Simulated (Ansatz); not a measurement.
# GaAsH+ (triplet): the correlation ladder, cc-pVTZ

How much of the correlation energy of GaAsH+ (triplet) does each wave-function method recover here?

Method: cc-pVTZ, core rule «outside noble gas», up to 28 orbitals frozen; program: Ansatz 0.2.0, Gaussian basis.

Plan: UHF; CCSD(T) on ROHF; CCSD(T) on UHF; BCCD(T) on ROHF; CCSDT(Q) on ROHF; CCSDT(Q) on UHF.

10 further runs of the same task are left out: 5 for a known fault of the program, 5 set aside as unsound or not needed.

## Step 1: The system

The geometry is a PBE0/def2-TZVP stationary point (not a proven minimum) of the parent state, kept for this charge and spin. No spin-orbit coupling is included. The filled d shell of Ga, As may be among the frozen orbitals whatever the setting's name suggests; the logs give the count.

3 atoms, charge 1, spin multiplicity 3.

Atoms are counted from 1 here; the program's logs count them from 0.

Bond lengths: Ga1–As2 2.222 Å, Ga1–H3 1.556 Å. Angles: As2–Ga1–H3 180.0°.

## Step 2: UHF

File in.yaml:

```yaml
crystal:
  periodic: [false, false, false]
  atoms:
    - {symbol: Ga, position_ang: [0.000000, 0.000000, 0.222200]}
    - {symbol: As, position_ang: [0.000000, 0.000000, -2.000200]}
    - {symbol: H, position_ang: [0.000000, 0.000000, 1.778000]}
basis:
  gaussian: {orbitals: cc-pVTZ}
total_charge: 1
magnetization: {spin_polarized: true, initial_magnetization: 2}
hamiltonian: {xc: hf}
output: {orbitals: {seedname: orbitals}}
```

Launch:

```sh
> ansatz run in.yaml --threads 1 --pin off --events-out ev --progress --plain --max-ram 4096MiB --backend cpu
```

Further steps of the session: CCSD(T) on ROHF; CCSD(T) on UHF; BCCD(T) on ROHF; CCSDT(Q) on ROHF; CCSDT(Q) on UHF.

Q: Predict the results of all the runs planned. Wanted: UCCSDT(Q) from the RHF energy; RMP2 from UCCSDT(Q); UMP2 from UCCSDT(Q); RCCSD from UCCSDT(Q); RCCSD(T) from UCCSDT(Q); UCCSD(T) from UCCSDT(Q); RCCSDT(Q) from UCCSDT(Q); T1 diagnostic.

**Answer**, as computed:

```
                         quantity                                value
    UCCSDT(Q) from the ROHF energy                           -4.6396 eV
              RMP2 from UCCSDT(Q)                           +911.0 meV
              UMP2 from UCCSDT(Q)                           +935.8 meV
             RCCSD from UCCSDT(Q)                           +211.0 meV
          RCCSD(T) from UCCSDT(Q)                            +45.9 meV
          UCCSD(T) from UCCSDT(Q)                            +37.9 meV
         RCCSDT(Q) from UCCSDT(Q)                             +8.9 meV
levels within 1 kcal/mol (43 meV)  UCCSD(T), RCCSDT, UCCSDT, RCCSDT(Q)
                    T1 diagnostic                                0.019
```

**Reading.** RCCSD(T) misses by +45.9 meV, 1.0 % of the correlation energy. These misses are within one basis, not against nature; the frozen cores of restricted and unrestricted runs differ, which can shift their rows.
